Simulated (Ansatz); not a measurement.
# MP2/def2-TZVPP run of CH2Se (methaneselone)

What is the vertical singlet–triplet gap of CH2Se (methaneselone) at MP2/def2-TZVPP? 

Program for the calculation: Ansatz 0.2.0.

47 further runs of the same task are left out: 47 set aside as unsound or not needed.

## 1. The structure to begin with

CH2Se: 4 atoms, total charge 0, spin state singlet. As SMILES, `C=[Se]`. Geometry: relaxed at PBE0-D4/def2-TZVP.

Bond lengths: C1–Se2 1.741 Å, C1–H3 1.087 Å, C1–H4 1.087 Å. Angles: Se2–C1–H3 121.8°, Se2–C1–H4 121.8°, H3–C1–H4 116.4°.

## 2. The energy at MP2/def2-TZVPP

File job.yaml:

```yaml
crystal:
  periodic: [false, false, false]
  atoms:
    - {symbol: C, position_ang: [-0.129440, -0.027430, -0.068180]}
    - {symbol: Se, position_ang: [1.384110, 0.293380, 0.729180]}
    - {symbol: H, position_ang: [-0.586530, -1.013730, -0.053570]}
    - {symbol: H, position_ang: [-0.668140, 0.747780, -0.607410]}
basis:
  gaussian:
    orbitals: def2-TZVPP
correlation:
  method: mp2
  frozen_orbitals: {C: 1, H: 0, Se: 9}
accuracy: high
```

Launch:

```console
ansatz run job.yaml --threads 1 --pin off --max-ram 3480MiB --events-out events.jsonl --progress --plain --runs-dir runs
```

The log of the run:

```text
Warning: RAYON_NUM_THREADS=1 ignored (pool sized by the plan → 1); use --threads N
Functional definition: HF
  name "HF"
  exchange = exact_x
  correlation = 0
1649 factors; integrals over basis functions are off by at most 4.4e-9 eV
mean field evaluation 1: about -66363.7053 eV, gradient 1.3e1 eV
mean field evaluation 2: about -66363.8039 eV, gradient 1.3e1 eV
mean field evaluation 4: about -66364.3827 eV, gradient 2.2e0 eV
mean field evaluation 8: about -66364.3997 eV, gradient 1.8e-1 eV
mean field evaluation 16: about -66364.4000 eV, gradient 2.9e-8 eV
mean field -66364.40002123 eV, -2438.8467173741 hartree, gradient 2.9e-8 eV, S^2 0.000000; 0 other end points of the search recorded, 0 dependent functions left out; unrestricted orbitals would lower it
10 core orbitals not correlated: weight in the atoms' cores, before any rotation towards them, 1.000 or more for the frozen orbitals, at most 0.000 for the correlated occupied ones
reference -66364.40002123 eV, -2438.8467173741 hartree; 11, 11 occupied and 86, 86 virtual orbitals, 1649 factors
second order -11.81401185 eV of doubles, -0.00000000 eV of singles
Total energy: -66376.21403308 eV, -2439.2808743019 hartree
```

It took 2.8 s on 1 thread of Arm Neoverse V2, shared host; peak memory 0.25 GiB.

## 3. The triplet

File input.yaml:

```yaml
crystal:
  periodic: [false, false, false]
  atoms:
    - symbol: C
      position_ang: [-0.129440, -0.027430, -0.068180]
    - symbol: Se
      position_ang: [1.384110, 0.293380, 0.729180]
    - symbol: H
      position_ang: [-0.586530, -1.013730, -0.053570]
    - symbol: H
      position_ang: [-0.668140, 0.747780, -0.607410]
basis:
  gaussian:
    orbitals: def2-TZVPP
magnetization:
  spin_polarized: true
  initial_magnetization: 2
correlation:
  method: mp2
  frozen_orbitals: {C: 1, H: 0, Se: 9}
accuracy: high
```

Launch:

```console
ansatz run input.yaml --threads 1 --pin off --max-ram 3480MiB --events-out events.jsonl --progress --plain --runs-dir runs
```

The log of the run, shortened:

```text
Warning: RAYON_NUM_THREADS=1 ignored (pool sized by the plan → 1); use --threads N
[... 2 set-up lines as earlier in the session ...]
[...]
1649 factors; integrals over basis functions are off by at most 4.4e-9 eV
[...]
mean field -66363.74693541 eV, -2438.8227169132 hartree, gradient 2.7e-8 eV, S^2 2.028471; 6 other end points of the search recorded, 0 dependent functions left out
10 core orbitals not correlated: weight in the atoms' cores, before any rotation towards them, 1.000 or more for the frozen orbitals, at most 0.000 for the correlated occupied ones
reference -66363.74693541 eV, -2438.8227169132 hartree; 12, 10 occupied and 85, 87 virtual orbitals, 1649 factors
second order -10.71585736 eV of doubles, -0.00000000 eV of singles
Total energy: -66374.46279278 eV, -2439.2165174078 hartree
```

It took 6.6 s on 1 thread of Arm Neoverse V2, shared host; peak memory 0.34 GiB.

## 4. Outcome

Level: MP2/def2-TZVPP, 10 core orbitals frozen.

| quantity | value |
| --- | --- |
| singlet: total energy | -2439.28087 Eh |
| singlet: correlation energy (10 core orbitals frozen) | -434.2 mEh |
| triplet: total energy | -2439.21652 Eh |
| triplet: correlation energy (10 core orbitals frozen) | -393.8 mEh |
| triplet: ⟨S²⟩ of the reference determinant | 2.028 |
| vertical energy of the triplet above the singlet | 1.751 eV |

At this shape the triplet lies 1.75 eV (169 kJ/mol) above the singlet. The restricted solution (singlet) is unstable to spin breaking: an unrestricted one lies lower.
